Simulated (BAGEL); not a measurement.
# C2H3BFN (SMILES FB1C=NC1): levels of theory compared

Aim: a comparison of 4 runs (B3LYP/6-31G*, B3LYP/def2-SVP, PBE0/def2-SVP, RI-MP2/def2-SVP) of C2H3BFN. 

Program for the calculation: BAGEL 1.2.2.

### Step 1. The system as given

C2H3BFN has 8 atoms, charge 0, and is taken as a singlet. As SMILES, `FB1C=NC1`. The coordinates come from a PBE0-D4/def2-TZVP relaxation.

Bond lengths: F1–B2 1.312 Å, B2–C3 1.553 Å, C3–N4 1.291 Å, B2–C5 1.580 Å, N4–C5 1.510 Å, C3–H6 1.087 Å, C5–H7 1.093 Å, C5–H8 1.090 Å. Some angles: F1–B2–C3 135.6°, F1–B2–C5 135.3°, C3–B2–C5 86.1°, B2–C3–N4 90.7°, C3–N4–C5 99.2°, B2–C5–N4 82.2°, B2–C3–H6 145.8°, N4–C3–H6 122.6°, B2–C5–H7 120.5°, B2–C5–H8 118.9°.

### Step 2. The energy at B3LYP/6-31G(d) (density fitting with qzvpp-jkfit, spherical functions) (run 1)

Input file job.json:

```json
{ "bagel": [

{
  "title": "molecule",
  "basis": "6-31gs.json",
  "df_basis": "qzvpp-jkfit",
  "angstrom": true,
  "geometry": [
    { "atom": "F", "xyz": [       0.213200,      -1.007300,       1.918400 ] },
    { "atom": "B", "xyz": [      -0.024100,      -0.304800,       0.836200 ] },
    { "atom": "C", "xyz": [       0.319000,       1.128500,       0.345800 ] },
    { "atom": "N", "xyz": [       0.303900,       0.728600,      -0.881200 ] },
    { "atom": "C", "xyz": [      -0.301700,      -0.640600,      -0.682300 ] },
    { "atom": "H", "xyz": [       0.656500,       2.120900,       0.633900 ] },
    { "atom": "H", "xyz": [       0.257100,      -1.432700,      -1.186200 ] },
    { "atom": "H", "xyz": [      -1.331600,      -0.649700,      -1.040300 ] }
  ]
},

{ "title": "ks", "xc_func": "b3lyp" },

{ "title": "print", "file": "orbitals.molden", "orbitals": true }

]}
```

The basis set 6-31G* is read from a file made from the Basis Set Exchange's data (not shown).

The run is started by

```bash
$ BAGEL_NUM_THREADS=1 BAGEL job.json > job.out
```

The log of the run:

```text
* using 1 threads per process

  ===============================================================
  ===============================================================

  *** Geometry ***

  { "atom" : "F", "xyz" : [      0.402890,     -1.903521,      3.625251 ] },
  { "atom" : "B", "xyz" : [     -0.045542,     -0.575989,      1.580189 ] },
  { "atom" : "C", "xyz" : [      0.602823,      2.132556,      0.653467 ] },
  { "atom" : "N", "xyz" : [      0.574288,      1.376854,     -1.665227 ] },
  { "atom" : "C", "xyz" : [     -0.570130,     -1.210559,     -1.289360 ] },
  { "atom" : "H", "xyz" : [      1.240605,      4.007920,      1.197897 ] },
  { "atom" : "H", "xyz" : [      0.485849,     -2.707411,     -2.241593 ] },
  { "atom" : "H", "xyz" : [     -2.516359,     -1.227755,     -1.965882 ] },

  Number of auxiliary basis functions:      433

  Since a DF basis is specified, we compute 2- and 3-index integrals:
    o Being stored without compression. Storage requirement is 0.020 GB

  Number of basis functions:       76
  Number of electrons      :       36

    * METHOD: MOLECULE                             0.18

  *** Kohn-Sham DFT ***

    * Removing 15974 points whose weight is below 1.00e-10
    * Grid points: 103274

  === Nuclear Repulsion ===
   145.3024804942

       - DIIS with orbital gradients will be used.

  === KS iteration (b3lyp / 6-31gs.json) ===
      0       -230.20240609          0.14489201           0.26
      1       -214.45612334          0.18610982           0.25
      2       -222.56308593          0.17849685           0.25
      3       -250.83505174          0.11255048           0.25
      4       -251.99951757          0.10569648           0.25
      5       -256.86944558          0.03999812           0.25
      6       -257.19220122          0.02688219           0.25
      7       -257.40821079          0.01060808           0.25
      8       -257.44767509          0.00298971           0.25
      9       -257.45044063          0.00100086           0.25
     10       -257.45080888          0.00014024           0.25
     11       -257.45081303          0.00009045           0.25
     12       -257.45081615          0.00002820           0.25
     13       -257.45081645          0.00000414           0.25
     14       -257.45081645          0.00000165           0.25
     15       -257.45081646          0.00000134           0.26
     16       -257.45081646          0.00000030           0.26
     17       -257.45081646          0.00000008           0.26
     18       -257.45081646          0.00000003           0.26
     19       -257.45081646          0.00000001           0.26
     20       -257.45081646          0.00000001           0.26
    * SCF iteration converged.

    * Permanent dipole moment:
           (    0.221432,     0.059225,    -0.243247) a.u.

    * METHOD: KS                                   5.83

    * METHOD: PRINT                                0.02

  ===============================================================
```

Run time: 6.3 s. Hardware: 1 thread of Arm Neoverse V1, shared host; peak memory 0.37 GiB.

### Step 3. A single-point energy at B3LYP/def2-SVP (density fitting with qzvpp-jkfit) (run 2)

Input file dft.json:

```json
{ "bagel" : [

{
  "title" : "molecule",
  "basis" : "svp",
  "df_basis" : "qzvpp-jkfit",
  "angstrom" : true,
  "geometry" : [
    { "atom" : "F", "xyz" : [       0.213200,      -1.007300,       1.918400 ] },
    { "atom" : "B", "xyz" : [      -0.024100,      -0.304800,       0.836200 ] },
    { "atom" : "C", "xyz" : [       0.319000,       1.128500,       0.345800 ] },
    { "atom" : "N", "xyz" : [       0.303900,       0.728600,      -0.881200 ] },
    { "atom" : "C", "xyz" : [      -0.301700,      -0.640600,      -0.682300 ] },
    { "atom" : "H", "xyz" : [       0.656500,       2.120900,       0.633900 ] },
    { "atom" : "H", "xyz" : [       0.257100,      -1.432700,      -1.186200 ] },
    { "atom" : "H", "xyz" : [      -1.331600,      -0.649700,      -1.040300 ] }
  ]
},

{
  "title" : "ks",
  "xc_func" : "b3lyp"
},

{
  "title" : "print",
  "file" : "orbitals.molden",
  "orbitals" : true
}

]}
```

The run is started by

```bash
$ BAGEL_NUM_THREADS=1 BAGEL dft.json > dft.out
```

The log of the run:

```text
* using 1 threads per process

  ===============================================================
  ===============================================================

  *** Geometry ***

  { "atom" : "F", "xyz" : [      0.402890,     -1.903521,      3.625251 ] },
  { "atom" : "B", "xyz" : [     -0.045542,     -0.575989,      1.580189 ] },
  { "atom" : "C", "xyz" : [      0.602823,      2.132556,      0.653467 ] },
  { "atom" : "N", "xyz" : [      0.574288,      1.376854,     -1.665227 ] },
  { "atom" : "C", "xyz" : [     -0.570130,     -1.210559,     -1.289360 ] },
  { "atom" : "H", "xyz" : [      1.240605,      4.007920,      1.197897 ] },
  { "atom" : "H", "xyz" : [      0.485849,     -2.707411,     -2.241593 ] },
  { "atom" : "H", "xyz" : [     -2.516359,     -1.227755,     -1.965882 ] },

  Number of auxiliary basis functions:      433

  Since a DF basis is specified, we compute 2- and 3-index integrals:
    o Being stored without compression. Storage requirement is 0.025 GB

  Number of basis functions:       85
  Number of electrons      :       36

    * METHOD: MOLECULE                             0.19

  *** Kohn-Sham DFT ***

    * Removing 15974 points whose weight is below 1.00e-10
    * Grid points: 103274

  === Nuclear Repulsion ===
   145.3024804942

       - DIIS with orbital gradients will be used.

  === KS iteration (b3lyp / svp) ===
      0       -229.80990357          0.13322194           0.30
      1       -208.09500445          0.17970723           0.29
      2       -222.37604823          0.17274222           0.29
      3       -251.41749340          0.09400003           0.29
      4       -253.53067409          0.07982267           0.29
      5       -256.96281749          0.02591643           0.29
      6       -256.86309909          0.02991154           0.29
      7       -257.24594109          0.00645295           0.29
      8       -257.26194792          0.00218697           0.29
      9       -257.26392327          0.00054838           0.29
     10       -257.26406139          0.00012026           0.29
     11       -257.26406707          0.00004592           0.29
     12       -257.26406797          0.00001825           0.29
     13       -257.26406812          0.00000299           0.29
     14       -257.26406812          0.00000215           0.29
     15       -257.26406813          0.00000067           0.29
     16       -257.26406813          0.00000033           0.29
     17       -257.26406813          0.00000007           0.29
     18       -257.26406813          0.00000003           0.29
     19       -257.26406813          0.00000003           0.29
     20       -257.26406813          0.00000000           0.29
    * SCF iteration converged.

    * Permanent dipole moment:
           (    0.222922,     0.033577,    -0.172685) a.u.

    * METHOD: KS                                   6.60

    * METHOD: PRINT                                0.02

  ===============================================================
```

Wall time 7.2 s (1 thread of Arm Neoverse V1, shared host); peak memory 0.4 GiB.

### Step 4. The energy at PBE0/def2-SVP (density fitting with qzvpp-jkfit) (run 3)

Input file job.json:

```json
{ "bagel": [

{
  "title": "molecule",
  "basis": "svp",
  "df_basis": "qzvpp-jkfit",
  "angstrom": true,
  "geometry": [
    { "atom": "F", "xyz": [    0.213200,   -1.007300,    1.918400 ] },
    { "atom": "B", "xyz": [   -0.024100,   -0.304800,    0.836200 ] },
    { "atom": "C", "xyz": [    0.319000,    1.128500,    0.345800 ] },
    { "atom": "N", "xyz": [    0.303900,    0.728600,   -0.881200 ] },
    { "atom": "C", "xyz": [   -0.301700,   -0.640600,   -0.682300 ] },
    { "atom": "H", "xyz": [    0.656500,    2.120900,    0.633900 ] },
    { "atom": "H", "xyz": [    0.257100,   -1.432700,   -1.186200 ] },
    { "atom": "H", "xyz": [   -1.331600,   -0.649700,   -1.040300 ] }
  ]
},
{ "title": "ks", "xc_func": "pbe0", "charge": 0 },
{ "title": "print", "file": "orbitals.molden", "orbitals": true }

]}
```

The run is started by

```bash
$ BAGEL_NUM_THREADS=1 BAGEL job.json > job.out
```

The log of the run:

```text
* using 1 threads per process

  ===============================================================
  ===============================================================

  *** Geometry ***

  { "atom" : "F", "xyz" : [      0.402890,     -1.903521,      3.625251 ] },
  { "atom" : "B", "xyz" : [     -0.045542,     -0.575989,      1.580189 ] },
  { "atom" : "C", "xyz" : [      0.602823,      2.132556,      0.653467 ] },
  { "atom" : "N", "xyz" : [      0.574288,      1.376854,     -1.665227 ] },
  { "atom" : "C", "xyz" : [     -0.570130,     -1.210559,     -1.289360 ] },
  { "atom" : "H", "xyz" : [      1.240605,      4.007920,      1.197897 ] },
  { "atom" : "H", "xyz" : [      0.485849,     -2.707411,     -2.241593 ] },
  { "atom" : "H", "xyz" : [     -2.516359,     -1.227755,     -1.965882 ] },

  Number of auxiliary basis functions:      433

  Since a DF basis is specified, we compute 2- and 3-index integrals:
    o Being stored without compression. Storage requirement is 0.025 GB

  Number of basis functions:       85
  Number of electrons      :       36

    * METHOD: MOLECULE                             0.18

  *** Kohn-Sham DFT ***

    * Removing 15974 points whose weight is below 1.00e-10
    * Grid points: 103274

  === Nuclear Repulsion ===
   145.3024804942

       - DIIS with orbital gradients will be used.

  === KS iteration (pbe0 / svp) ===
      0       -229.50098998          0.13282196           0.29
      1       -207.87325220          0.17866457           0.27
      2       -222.64259506          0.17128862           0.27
      3       -251.14648366          0.09394980           0.27
      4       -253.69488774          0.07702608           0.27
      5       -256.60654945          0.02835596           0.27
      6       -256.63309527          0.02769389           0.27
      7       -256.96598044          0.00502027           0.27
      8       -256.97504470          0.00196627           0.27
      9       -256.97670076          0.00037662           0.27
     10       -256.97676553          0.00009214           0.27
     11       -256.97676900          0.00003718           0.28
     12       -256.97676915          0.00003586           0.27
     13       -256.97676969          0.00000634           0.27
     14       -256.97676971          0.00000159           0.28
     15       -256.97676971          0.00000098           0.27
     16       -256.97676971          0.00000046           0.28
     17       -256.97676971          0.00000011           0.28
     18       -256.97676971          0.00000004           0.27
     19       -256.97676971          0.00000006           0.27
     20       -256.97676971          0.00000000           0.27
    * SCF iteration converged.

    * Permanent dipole moment:
           (    0.229823,     0.037092,    -0.174950) a.u.

    * METHOD: KS                                   6.32

    * METHOD: PRINT                                0.02

  ===============================================================
```

Run time: 6.9 s. Hardware: 1 thread of Arm Neoverse V1, shared host; peak memory 0.4 GiB.

### Step 5. The energy at RI-MP2/def2-SVP (density fitting with qzvpp-jkfit) (run 4)

Input file input.json:

```json
{ "bagel" : [

{
  "title" : "molecule",
  "basis" : "svp",
  "df_basis" : "qzvpp-jkfit",
  "angstrom" : true,
  "geometry" : [
    { "atom" : "F", "xyz" : [    0.213200,   -1.007300,    1.918400 ] },
    { "atom" : "B", "xyz" : [   -0.024100,   -0.304800,    0.836200 ] },
    { "atom" : "C", "xyz" : [    0.319000,    1.128500,    0.345800 ] },
    { "atom" : "N", "xyz" : [    0.303900,    0.728600,   -0.881200 ] },
    { "atom" : "C", "xyz" : [   -0.301700,   -0.640600,   -0.682300 ] },
    { "atom" : "H", "xyz" : [    0.656500,    2.120900,    0.633900 ] },
    { "atom" : "H", "xyz" : [    0.257100,   -1.432700,   -1.186200 ] },
    { "atom" : "H", "xyz" : [   -1.331600,   -0.649700,   -1.040300 ] }
  ]
},
{ "title" : "hf" },
{ "title" : "mp2", "ncore" : 5 }

]}
```

The run is started by

```bash
$ BAGEL_NUM_THREADS=1 BAGEL input.json > input.out
```

The log of the run:

```text
* using 1 threads per process

  ===============================================================
  ===============================================================

  *** Geometry ***

  { "atom" : "F", "xyz" : [      0.402890,     -1.903521,      3.625251 ] },
  { "atom" : "B", "xyz" : [     -0.045542,     -0.575989,      1.580189 ] },
  { "atom" : "C", "xyz" : [      0.602823,      2.132556,      0.653467 ] },
  { "atom" : "N", "xyz" : [      0.574288,      1.376854,     -1.665227 ] },
  { "atom" : "C", "xyz" : [     -0.570130,     -1.210559,     -1.289360 ] },
  { "atom" : "H", "xyz" : [      1.240605,      4.007920,      1.197897 ] },
  { "atom" : "H", "xyz" : [      0.485849,     -2.707411,     -2.241593 ] },
  { "atom" : "H", "xyz" : [     -2.516359,     -1.227755,     -1.965882 ] },

  Number of auxiliary basis functions:      433

  Since a DF basis is specified, we compute 2- and 3-index integrals:
    o Being stored without compression. Storage requirement is 0.025 GB

  Number of basis functions:       85
  Number of electrons      :       36

    * METHOD: MOLECULE                             0.18

  *** RHF ***

  === Nuclear Repulsion ===
   145.3024804942

      * DIIS with orbital gradients will be used.

  === RHF iteration (svp) ===
      0       -255.67783071          0.01634774           0.04
      1       -255.80594454          0.00970044           0.04
      2       -255.84740020          0.00185032           0.04
      3       -255.84980149          0.00076183           0.04
      4       -255.85014351          0.00020603           0.04
      5       -255.85019698          0.00012083           0.04
      6       -255.85021324          0.00005899           0.04
      7       -255.85022039          0.00001512           0.04
      8       -255.85022078          0.00000634           0.04
      9       -255.85022083          0.00000358           0.04
     10       -255.85022085          0.00000161           0.04
     11       -255.85022086          0.00000099           0.04
     12       -255.85022086          0.00000036           0.04
     13       -255.85022086          0.00000016           0.04
     14       -255.85022086          0.00000006           0.04
     15       -255.85022086          0.00000003           0.04
     16       -255.85022086          0.00000002           0.04
     17       -255.85022086          0.00000001           0.04
    * SCF iteration converged.

    * Permanent dipole moment:
           (    0.307202,     0.052476,    -0.228394) a.u.

    * METHOD: HF                                   0.94

  *** RHF ***

  === Nuclear Repulsion ===
   145.3024804942

      * DIIS with orbital gradients will be used.

  === RHF iteration (svp) ===
      0       -255.85022086          0.00000001           0.04
    * SCF iteration converged.

    * Permanent dipole moment:
           (    0.307202,     0.052476,    -0.228394) a.u.

  === DF-MP2 calculation ===

    * freezing 5 orbitals
    * 3-index integral transformation done
    * assembly done

      MP2 correlation energy:   -0.6828076346      0.04

      MP2 total energy:       -256.5330284948

    * METHOD: MP2                                  0.14

  ===============================================================
```

It took 1.4 s on 1 thread of Arm Neoverse V1, shared host; peak memory 0.11 GiB.

### Step 6. Overview of the runs

| run | level | frozen core orbitals | energy (Eh) | dipole moment (D) | HOMO energy (eV) | LUMO energy (eV) | wall time |
| --- | --- | --- | --- | --- | --- | --- | --- |
| 1 | B3LYP/6-31G* (density fitting with qzvpp-jkfit, spherical functions) | – | -257.450816 | 0.85 | -7.00 | -1.57 | 6.3 s |
| 2 | B3LYP/def2-SVP (density fitting with qzvpp-jkfit) | – | -257.264068 | 0.72 | -7.19 | -1.85 | 7.2 s |
| 3 | PBE0/def2-SVP (density fitting with qzvpp-jkfit) | – | -256.976770 | 0.74 | -7.49 | -1.66 | 6.9 s |
| 4 | RI-MP2/def2-SVP (density fitting with qzvpp-jkfit) | 5 | -256.533028 | – | – | – | 1.4 s |

### Step 7. Outcome

| quantity | value |
| --- | --- |
| run 4: total energy | -256.53303 Eh |
| run 4: correlation energy (5 core orbitals frozen) | -682.8 mEh |

Over runs 1, 2, 3 the dipole moment (its size) runs from 0.72 D (B3LYP/def2-SVP) to 0.85 D (B3LYP/6-31G*). Over runs 1, 2, 3 the HOMO–LUMO gap runs from 5.34 eV (B3LYP/def2-SVP) to 5.82 eV (PBE0/def2-SVP). Totals of different functionals can't be ranked against each other. All runs together took 22 s, the longest 7.2 s.
